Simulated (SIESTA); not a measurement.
The system is Cd2S.

```
CELL_PARAMETERS angstrom
3.96267 0.00000 0.00000
-1.98134 3.43177 0.00000
0.00000 0.00000 5.80919
ATOMIC_POSITIONS crystal
Cd 0.33333 0.66667 0.93272
Cd 0.66667 0.33333 0.57873
S 0.33333 0.66667 0.36571
```

The cell comes from a database or a generator and needn't be the stable form of this composition.

Base run:

```yaml
Program: SIESTA 5.4.2
Functional: PBE
Potentials_or_basis: PseudoDojo 0.4 standard (PBE files)
Basis: DZP (energy shift 0.003 Ry; two zetas on semicore shells)
Grid_cutoff: 800 Ry
Energy_shift: 0.003 Ry
k_mesh: 8 × 8 × 5
Occupations: fermi-dirac, width 0.05 eV
Spin: no spin polarisation
```

Its results: pressure -0.6 GPa; largest force 0.094 eV/Å.

Question: The run is repeated on the same cell with these changes: functional from PBE to LDA; potentials or basis from PseudoDojo 0.4 standard (PBE files) to PseudoDojo 0.4 standard (LDA files). What comes out?

Answer: Pressure -5.4 GPa; largest force 0.167 eV/Å.

Caveats: the basis of atomic orbitals isn't converged, which shifts pressures, moduli and gaps.

Not every run made on this cell is shown here.
